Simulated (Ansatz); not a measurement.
Ag3Au, space group Pm-3m: a comparison of functionals at one structure, run with the Ansatz DFT code, driven from Python.

Script `xc_ag3au.py`:
```python
import ansatz

SETTINGS = {
    "kmesh": (6, 6, 6),
    "filling": "Marzari-Vanderbilt",
    "width_ev": 0.05,
}


def main() -> None:
    lattice = ansatz.Lattice.of(
        [4.11109, 0.0, 0.0],
        [0.0, 4.11109, 0.0],
        [0.0, 0.0, 4.11109],
    )
    sites = [
        ("Ag", [0.5, 0.0, 0.5]),
        ("Ag", [0.0, 0.5, 0.5]),
        ("Ag", [0.5, 0.5, 0.0]),
        ("Au", [0.0, 0.0, 0.0]),
    ]
    crystal = ansatz.Crystal(lattice=lattice)
    for symbol, position in sites:
        crystal = crystal.atom(symbol, position)

    model = crystal.calculation()
    model = model.basis(24 * ansatz.Ha)
    model = model.kpoints(*SETTINGS["kmesh"])
    model = model.occupations(SETTINGS["filling"], width=SETTINGS["width_ev"]).stress()

    rows = []
    for value in ["blyp", "lda", "pbesol"]:
        rep = model.functional(value).run(threads=1).report
        rows.append((value, rep["free_energy_ev"] / len(rep["lattice"]["sites"]), rep["n_iterations"], sum(rep["stress_gpa"][i][i] for i in range(3)) / 3, rep["n_kpoints"]))

    print("  functional   F/atom (eV)    iterations       P (GPa)      k-points")
    for row in rows:
        print(f"{str(row[0]):>12s}  {row[1]:12.5f}  {row[2]:12d}  {row[3]:12.3f}  {row[4]:12d}")


if __name__ == "__main__":
    main()
```

Rank the functionals by the pressure that they give at this structure. What does the order say about their lattices?

From lowest to highest: LDA (-9.2 GPa), PBEsol (-4.7 GPa) and BLYP (10.9 GPa). At a fixed cell a lower pressure usually means a smaller equilibrium volume, so LDA prefers the smallest cell and BLYP the largest.

What the script printed:

```console
$ python xc_ag3au.py
  functional   F/atom (eV)    iterations       P (GPa)      k-points
        blyp   -8998.29795             8        10.886            20
         lda   -8809.85186             7        -9.228            20
      pbesol   -8893.48747             7        -4.656            20
```

Caveats:
- BLYP can be off by several per cent in the lattices of metals, and by several GPa in the pressure at a fixed cell.
- The mesh is modest for a metal, so energies can be off by several to tens of meV an atom and pressures by half a GPa or more; differences at equal mesh fare better.
- Pressure is positive in compression.
- Spin-orbit coupling, which matters for elements this heavy, is left out.
- The structure comes from a database of computed cells and needn't be a stable or known phase.
- Total energies of different functionals can't be compared; pressures, moments and gaps at this one structure can.
- Hardware and time: 11 s on 1 thread of Intel(R) Xeon(R) Processor @ 2.30GHz, with other jobs on the host, peak memory 0.59 GiB.
